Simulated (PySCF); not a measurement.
**CoSe₂⁺: relaxation and vibrations of the triplet**

Where does triplet CoSe₂⁺ go from a side-on start, is the end point a minimum, and what are its modes, charges and moments?

The runs use PySCF 2.14.0; PBE0, basis Co def2-SVP, Se def2-SVP, no relativity, density fitting.

### Step 1. Starting geometry

3 atoms, charge 1, spin multiplicity 3.

Bond lengths: Co1–Se2 2.338 Å, Co1–Se3 2.338 Å, Se2–Se3 2.340 Å. Angles: Se2–Co1–Se3 60.1°, Co1–Se2–Se3 60.0°, Co1–Se3–Se2 60.0°.

```xyz
3
charge 1 multiplicity 3
Co    0.0000    0.0000    0.0000
Se    1.1700    0.0000    2.0243
Se   -1.1700    0.0000    2.0243
```

### Step 2. Finding the electronic state

One driver script runs all steps and calls PySCF; scf.py shows how it sets up the SCF of each step. The optimiser is the driver's own. After this first run the driver tries any further starts and a stability analysis.

scf.py reads:

```python
from pyscf import gto, scf, dft
mol = gto.M(atom='''
Co     0.000000     0.000000     0.000000
Se     1.170000     0.000000     2.024300
Se    -1.170000     0.000000     2.024300''',
    basis={'Co': 'def2-SVP', 'Se': 'def2-SVP'},
    charge=1, spin=2)
mf = dft.UKS(mol, xc='PBE0')
mf.grids.atom_grid = (50, 194)
aux = {'Co': 'def2-universal-JKFIT', 'Se': 'def2-universal-JKFIT'}
mf = mf.density_fit(auxbasis=aux)
mf.conv_tol = 1e-08
mf.diis_space = 10
mf.max_cycle = 60
mf.init_guess = 'minao'
mf.verbose = 4
mf.kernel()
```

Launch:

```
$ OMP_NUM_THREADS=2 python axn.py task.json out
```

Standard output (excerpt; [...] marks lines left out):

```text
[... the frontier levels of the middle cycles are left out ...]
init E= -6181.85160968342
[... the frontier-level lines of each cycle are left out ...]
cycle= 1 E= -6165.57863865055  delta_E= 16.3  |g|= 3.35  |ddm|= 7.77
cycle= 2 E= -6148.85642504019  delta_E= 16.7  |g|= 4.63  |ddm|= 10.9
cycle= 3 E= -6177.21878525224  delta_E= -28.4  |g|= 3.48  |ddm|= 9.07
cycle= 4 E= -6178.83800380539  delta_E= -1.62  |g|= 3.17  |ddm|= 1.33
cycle= 5 E= -6178.4183242532  delta_E= 0.42  |g|= 3.27  |ddm|= 0.27
cycle= 6 E= -6178.16432994941  delta_E= 0.254  |g|= 3.31  |ddm|= 0.408
cycle= 7 E= -6178.62606349278  delta_E= -0.462  |g|= 3.21  |ddm|= 0.335
cycle= 8 E= -6178.23996001306  delta_E= 0.386  |g|= 3.29  |ddm|= 0.675
cycle= 9 E= -6178.00292588041  delta_E= 0.237  |g|= 3.34  |ddm|= 0.339
cycle= 10 E= -6178.35595546319  delta_E= -0.353  |g|= 3.28  |ddm|= 0.558
cycle= 11 E= -6178.2783084932  delta_E= 0.0776  |g|= 3.29  |ddm|= 0.144
cycle= 12 E= -6161.06585179414  delta_E= 17.2  |g|= 4.01  |ddm|= 6.93
cycle= 13 E= -6179.2039718329  delta_E= -18.1  |g|= 3.06  |ddm|= 6.88
cycle= 14 E= -6178.54926349729  delta_E= 0.655  |g|= 3.24  |ddm|= 0.49
[... 46 cycles left out ...]
SCF not converged.
init E= -6181.85160968342
[... 20 cycles left out ...]
SCF not converged.
init E= -6184.02397245908
[... 2 cycles left out ...]
cycle= 3 E= -6184.01845248247  delta_E= -0.0905  |g|= 0.123  |ddm|= 0.247
cycle= 4 E= -6184.02586790374  delta_E= -0.00742  |g|= 0.00888  |ddm|= 0.107
cycle= 5 E= -6184.02618468211  delta_E= -0.000317  |g|= 0.0155  |ddm|= 0.0402
cycle= 6 E= -6184.02646179058  delta_E= -0.000277  |g|= 0.0112  |ddm|= 0.0312
cycle= 7 E= -6184.02672685772  delta_E= -0.000265  |g|= 0.00393  |ddm|= 0.0341
cycle= 8 E= -6184.02690530348  delta_E= -0.000178  |g|= 0.00444  |ddm|= 0.0353
cycle= 9 E= -6184.02699524263  delta_E= -8.99e-05  |g|= 0.00235  |ddm|= 0.0234
cycle= 10 E= -6184.02705393486  delta_E= -5.87e-05  |g|= 0.00161  |ddm|= 0.0261
cycle= 11 E= -6184.02706672412  delta_E= -1.28e-05  |g|= 0.00107  |ddm|= 0.0107
cycle= 12 E= -6184.02707122603  delta_E= -4.5e-06  |g|= 0.000694  |ddm|= 0.00737
cycle= 13 E= -6184.02707211173  delta_E= -8.86e-07  |g|= 0.000202  |ddm|= 0.00251
cycle= 14 E= -6184.02707230842  delta_E= -1.97e-07  |g|= 8.75e-05  |ddm|= 0.00139
cycle= 15 E= -6184.02707234518  delta_E= -3.68e-08  |g|= 0.000114  |ddm|= 0.000796
cycle= 16 E= -6184.02707235395  delta_E= -8.77e-09  |g|= 4.74e-05  |ddm|= 0.000205
Extra cycle  E= -6184.02707233911  delta_E= 1.48e-08  |g|= 0.0002  |ddm|= 0.000223
converged SCF energy = -6184.02707233911  <S^2> = 2.8817168  2S+1 = 3.5393315
```

This step, with its further starts and checks, took 77 s on 2 threads of Arm Neoverse V2, shared host.

The starts that the driver tried:

| start | energy (Eh) |
| --- | --- |
| the minimal-basis guess | -6184.027072 |
| a thermally smeared density | -6184.059754 |

Where DIIS stalls, the driver goes on with a level shift of 0.3 Eh and then with a second-order solver.

This is not the lowest solution: one lies 86.4 kJ/mol lower, at -6184.05999 Eh, and the relaxation starts from that.

### Step 3. Side-on start, triplet: relaxation

The program finds C2v symmetry in the start, which this walk keeps. The walk stops when the largest gradient is under 0.0003 Eh/bohr and the energy has settled too.

Changes to scf.py since step 2:

```diff
@@ -3,3 +3,3 @@
-Co     0.000000     0.000000     0.000000
-Se     1.170000     0.000000     2.024300
-Se    -1.170000     0.000000     2.024300''',
+Co     0.000000     0.000000    -1.478976
+Se     1.170000     0.000000     0.545324
+Se    -1.170000     0.000000     0.545324''',
@@ -15 +14,0 @@
-mf.init_guess = 'minao'
```

The optimiser's trace:

| step | energy (Eh) | change (kJ/mol) | largest symmetric gradient (Eh/bohr) |
| --- | --- | --- | --- |
| 0 | -6184.059992 | 0.00 | 0.01181 |
| 1 | -6184.060673 | -1.79 | 0.00374 |
| 2 | -6184.060763 | -2.02 | 0.00163 |
| 3 | -6184.060773 | -2.05 | 0.00082 |
| 4 | -6184.060778 | -2.06 | 0.00008 |
| 5 | -6184.060778 | -2.06 | 0.00001 |

The walk took 31 s.

Positions (Å) and forces (eV/Å) along the way:

```
step 0
Co   0.000   0.000  -1.479   0.000   0.009  -0.264
Se   1.170   0.000   0.545  -0.607  -0.004   0.132
Se  -1.170   0.000   0.545   0.607  -0.004   0.132
step 1
Co   0.000   0.000  -1.491   0.000   0.011  -0.192
Se   1.151   0.000   0.551  -0.139  -0.005   0.096
Se  -1.151   0.000   0.551   0.139  -0.005   0.096
step 3
Co   0.000   0.000  -1.502   0.000   0.012  -0.042
Se   1.144   0.000   0.557   0.034  -0.006   0.021
Se  -1.144   0.000   0.557  -0.034  -0.006   0.021
step 5
Co   0.000   0.000  -1.504   0.000   0.011   0.001
Se   1.144   0.000   0.558   0.000  -0.005   0.000
Se  -1.144   0.000   0.558   0.000  -0.005   0.000
```

It settles in C2v symmetry, 2.1 kJ/mol below the start, after 5 steps: Co–Se 2.358 Å (×2), Se–Se 2.289 Å; Co–Se–Se 61.0° (×2), Se–Co–Se 58.1°.

### Step 4. Frequencies

On the finer grid the gradient is checked again; gradients at displacements of ±0.02 bohr then give force constants and infrared intensities.

Changes to scf.py since step 3:

```diff
@@ -3,3 +3,3 @@
-Co     0.000000     0.000000    -1.478976
-Se     1.170000     0.000000     0.545324
-Se    -1.170000     0.000000     0.545324''',
+Co     0.000000     0.000000    -1.506557
+Se     1.144503     0.000000     0.555500
+Se    -1.144503     0.000000     0.555500''',
@@ -9 +9 @@
-mf.grids.atom_grid = (50, 194)
+mf.grids.atom_grid = (75, 302)
@@ -12 +12 @@
-mf.conv_tol = 1e-08
+mf.conv_tol = 1e-10
```

This SCF starts from the last density.

Log of the central SCF (cycles and frontier levels):

```text
init E= -6184.06085755021
[... the frontier-level lines of each cycle are left out ...]
cycle= 1 E= -6184.06085754955  delta_E= 6.56e-10  |g|= 4.29e-05  |ddm|= 4.86e-05
cycle= 2 E= -6184.06085754393  delta_E= 5.62e-09  |g|= 0.000126  |ddm|= 0.00014
cycle= 3 E= -6184.06085755031  delta_E= -6.37e-09  |g|= 1.38e-06  |ddm|= 0.000105
cycle= 4 E= -6184.0608575503  delta_E= 2.73e-12  |g|= 1.25e-06  |ddm|= 2.51e-06
Extra cycle  E= -6184.06085755033  delta_E= -2.46e-11  |g|= 2.2e-06  |ddm|= 4.39e-06
converged SCF energy = -6184.06085755033  <S^2> = 2.9405257  2S+1 = 3.5724086
```

The whole step took 90 s.

Geometry: C2v; Co–Se 2.358 Å (×2), Se–Se 2.289 Å; Co–Se–Se 61.0° (×2), Se–Co–Se 58.1°.

Modes, for the most abundant isotopes:

```tsv
ω (cm⁻¹)	IR (km/mol)
188	0.1
251	14.8
348	5.6
```

All wavenumbers are real: a minimum.

Here the density breaks the symmetry of the frame, and no labels are given.

Constants and moments:

```yaml
Dipole_moment_about_the_centre_of_mass: 5.94 D
Highest_occupied_level: -11.89 eV
Lowest_empty_level: -9.15 eV
Rotational_constants: 0.09208, 0.08052, 0.04296 cm⁻¹
Zero-point_energy: 4.7 kJ/mol
Principal_polarisabilities: 32.8, 60.8, 73.2 bohr³
Principal_traceless_quadrupole_moments_about_the_centre_of_mass: -10.39, -3.07, 13.46 D Å
Entropy_at_298.15_K_and_1_bar_electronic_part_spin_only: 318.2 J/(mol K)
Heat_capacity_Cp_at_298.15_K: 55.0 J/(mol K)
Enthalpy_at_298.15_K_above_0_K: 13.67 kJ/mol
Rotational_symmetry_number: 2
Spin_squared_⟨S²⟩: 2.941
```

Populations by atom (charges in e):

```csv
atom,Mulliken,Löwdin,polar tensor,spin (Mulliken),Mayer order to Co1
Co1,0.76,0.63,0.90,2.65,–
"Se2,3",0.12,0.18,0.05,-0.32,0.94
```

Mulliken populations on Co1: s 6.43, p 12.34, d 7.47, f 0.00.

### Step 5. Outcome

| quantity | value |
| --- | --- |
| minimum | broken-symmetry (Ms = 1), C2v |
| geometry | Co–Se 2.358 Å (×2), Se–Se 2.289 Å; Co–Se–Se 61.0° (×2), Se–Co–Se 58.1° |
| wavenumbers (cm⁻¹) | 188, 251, 348 |
| dipole moment (centre of mass) | 5.94 D |
| highest occupied, lowest empty level (either spin) | -11.89, -9.15 eV |
| polar-tensor charge of Co1 | +0.90 e |
| zero-point energy | 4.7 kJ/mol |
| entropy at 298.15 K | 318.2 J/(mol K) |
| ⟨S²⟩ | 2.941 |

The molecule stays C2v, as typed, and the end point is a minimum. The determinant is spin-contaminated (⟨S²⟩ = 2.94 against 2.00), so it is no pure spin state. In the infrared the band at 251 cm⁻¹ leads. The first SCF alone would have been 86 kJ/mol too high. Other starts or spin states, not run here, may lie lower. The SCF density has lower symmetry than the nuclear frame. One determinant may miss the lowest occupation of an open d or f shell.

The search up to here took 3.3 min.
